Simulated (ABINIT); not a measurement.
NbTe:

```
CELL_PARAMETERS angstrom
3.70297 0.00000 0.00000
-1.85149 3.20687 0.00000
0.00000 0.00000 3.69421
ATOMIC_POSITIONS crystal
Te 0.66667 0.33333 0.00000
Nb 0.00000 0.00000 0.50000
```

The cell comes from a database or a generator and needn't be the stable form of this composition.

Base run:

```yaml
Program: ABINIT 10.8.3 (patched build)
Functional: PBEsol
Potentials_or_basis: PseudoDojo NC SR PBEsol v0.4 stringent
Cutoff: 1388 eV
k_mesh: 8 × 8 × 7
Occupations: fermi-dirac, width 0.05 eV
Spin: no spin polarisation
```

Its results: band gap on the k mesh none (metal or under the smearing width); pressure -5.0 GPa.

Q: The run is repeated on the same cell with these changes: potentials or basis from PseudoDojo NC SR PBEsol v0.4 stringent to JTH PAW PBE v2.0; cutoff from 1388 eV to 435 eV; valence electrons from 37 to 19. What comes out?

A: Band gap on the k mesh none (metal or under the smearing width); pressure -4.6 GPa.

Caveats: the PAW data sets were made with another functional, which shifts forces and pressure a little (some runs).
